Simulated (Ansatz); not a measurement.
# BeGaH3: the cost of one run

The runs use Ansatz 0.2.0, Gaussian basis; def2-QZVPP, all electrons in the functionals, frozen cores in the correlation of double hybrids and RPA.

The runs, in order: PBE, BLYP, r2SCAN, B97M-V, PBE0, B3LYP, wB97M-V, B2PLYP, at charge 0, singlet; charge 0, triplet; charge 1, doublet (not every functional at every point).

6 further runs of the same task are left out: 1 that didn't finish, 5 set aside as unsound or not needed.

**1. What is computed**

The geometry is a PBE0/def2-TZVP stationary point (not a proven minimum). No spin-orbit coupling is included. The filled d shell of Ga may be among the frozen orbitals whatever the setting's name suggests; the logs give the count.

5 atoms, charge 0, spin multiplicity 1.

Atoms are counted from 1 here; the program's logs count them from 0.

Bond lengths: Ga1–H3 1.583 Å, Ga1–H4 1.583 Å, Be2–H5 1.343 Å. Angles: H3–Ga1–H4 112.9°.

No dispersion term is added; B97M-V, wB97M-V hold VV10 nonlocal correlation. B3LYP takes the VWN-RPA correlation.

The geometry shown and the zero of energy belong to the point charge 0, singlet. The yardstick, RCCSD(T), and other wave-function levels (R restricted, U unrestricted, valence and pair active spaces) come from earlier runs.

**2. PBE, charge 0, singlet**

Contents of in.yaml:

```yaml
crystal:
  periodic: [false, false, false]
  atoms:
    - {symbol: Ga, position_ang: [0.000000, 0.000000, 0.273494]}
    - {symbol: Be, position_ang: [0.000000, 0.000000, -1.998913]}
    - {symbol: H, position_ang: [0.000000, 1.319353, 1.148196]}
    - {symbol: H, position_ang: [0.000000, -1.319353, 1.148196]}
    - {symbol: H, position_ang: [0.000000, 0.000000, -3.342377]}
basis:
  gaussian: {orbitals: "def2-QZVPP.json"}
hamiltonian: {xc: {name: PBE}}
output: {orbitals: {seedname: orbitals}}
```

Command:

```console
ansatz run in.yaml --threads 1 --pin off --events-out ev --progress --plain --max-ram 2393MiB
```

**Question.** How long does this run take on 1 thread of Arm Neoverse V2, shared host?

About 3.2 s.
